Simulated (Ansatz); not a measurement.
# Lu (Lu, beta-Sn type): the cost of one run

Computed with Ansatz 0.2.0 (DFT PBEsol, plane waves (420 eV) with PAW, scalar-relativistic; the PAW data stem from PBE, with regenerated cores, unless a step says otherwise).

### 1 Starting point

It takes space group I4_1/amd (No. 141, tetragonal). The conventional cell has a = 6.099 Å, b = 6.099 Å, c = 3.330 Å, α = 90.00°, β = 90.00°, γ = 90.00°. Around Lu (site symmetry -4m2) lie 6 Lu at 3.16 to 3.33 Å.

Structure file:

```cif
data_structure
_symmetry_space_group_name_H-M 'P 1'
_symmetry_Int_Tables_number 1
_cell_length_a 4.6231
_cell_length_b 4.6231
_cell_length_c 4.6231
_cell_angle_alpha 97.454
_cell_angle_beta 97.454
_cell_angle_gamma 137.779
_cell_volume 61.94
loop_
_atom_site_label
_atom_site_type_symbol
_atom_site_fract_x
_atom_site_fract_y
_atom_site_fract_z
_atom_site_occupancy
Lu1 Lu 0.00000 0.00000 0.00000 1
Lu2 Lu 0.75000 0.25000 0.50000 1
```

### 2 Relaxation of the cell

File input.yaml:

```yaml
crystal:
  lattice:
    - [-3.0496157939, 3.0496157939, 1.6650902234]
    - [3.0496157939, -3.0496157939, 1.6650902234]
    - [3.0496157939, 3.0496157939, -1.6650902234]
  atoms:
    - { symbol: Lu, position: [0.0, 0.0, 0.0] }
    - { symbol: Lu, position: [0.75, 0.25, 0.5] }
hamiltonian:
  xc: pbesol
  pseudopotentials:
    kind: paw
    azcp:
      Lu: "pseudopotentials/Lu.paw.azcp"
basis:
  ecutwfc: 420
  fft_grid_basis: typed
kpoints:
  mp_grid: { grid: [11, 11, 7], shift: [0, 0, 0] }
magnetization:
  spin_polarized: false
scf:
  occupations: { method: fermi_dirac, width: 0.1 }
relax:
  max_steps: 60
  f_tol: 0.01
  cell: {}
output:
  write_density: true
  write_potential: true
  elf: true
  volumetric_format: npy
```

Launch:

```sh
> ansatz run input.yaml --threads 2 --pin off --max-ram 5120MiB --backend cpu --events-out ev --progress --plain --runs-dir out
```

What time and memory should one allow on 2 threads of AMD EPYC 7R43 (Zen 3), shared host?

About 6.2 min, with a peak of 0.68 GiB.
